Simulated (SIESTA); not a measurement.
Crystal: Ba2Tl5V3O12.

```xyz
22
Lattice="4.2370 2.4462 6.1284 -4.2370 2.4462 6.1284 0.0000 -4.8924 6.1284" Properties=species:S:1:pos:R:3 pbc="T T T"
Ba    0.0000    0.0000    9.1926
Ba    0.0000    0.0000    0.0000
V     0.0000    2.4462    6.1284
V    -2.1185   -1.2231    6.1284
V     2.1185   -1.2231    6.1284
Tl    0.0000   -2.4462    3.0642
Tl    2.1185    1.2231    3.0642
Tl   -2.1185    1.2231    3.0642
Tl    0.0000    0.0000   13.6133
Tl    0.0000    0.0000    4.7719
O     2.6932   -0.0671    7.4143
O    -1.2885    2.3659    7.4143
O    -1.4047   -2.2988    7.4143
O    -1.4047    2.2988   10.9708
O     2.6932    0.0671   10.9708
O    -1.2884   -2.3659   10.9708
O    -2.6932    0.0671   10.9708
O     1.2884   -2.3659   10.9708
O     1.4047    2.2988   10.9708
O     1.4047   -2.2988    7.4143
O    -2.6932   -0.0671    7.4143
O     1.2885    2.3659    7.4143
```

The cell was built by a generator and needn't be a form met in nature.

Program: SIESTA 5.4.2. Alike in all runs: task band structure; spin collinear, ferromagnetic start; cell as given; k mesh 4 × 4 × 4; smearing fermi-dirac 0.05 eV; grid cutoff 800 Ry; energy shift 0.003 Ry.

Problem. Order these runs on this cell by their pressure, lowest first.
A. level LDA; potentials or basis PseudoDojo 0.4 standard (LDA files), DZP (energy shift 0.003 Ry; two zetas on semicore shells; d shell added on Ba)
B. level RPBE; potentials or basis PseudoDojo 0.4 standard (PBE files), DZP (energy shift 0.003 Ry; two zetas on semicore shells; d shell added on Ba)
C. level AM05; potentials or basis PseudoDojo 0.4 standard (PBEsol files), DZP (energy shift 0.003 Ry; two zetas on semicore shells; d shell added on Ba)
D. level PBE; potentials or basis PseudoDojo 0.4 standard (PBE files), DZP (energy shift 0.003 Ry; two zetas on semicore shells; d shell added on Ba)

Solution. A (-6.1 GPa), C (-2.0 GPa), D (1.4 GPa), B (4.2 GPa).

Caveats: this set's barium file shifts pressures by up to 1 GPa against other sets; the basis of atomic orbitals isn't converged, which shifts pressures, moduli and gaps; the potentials were made for another functional, which shifts forces and pressure (some runs).
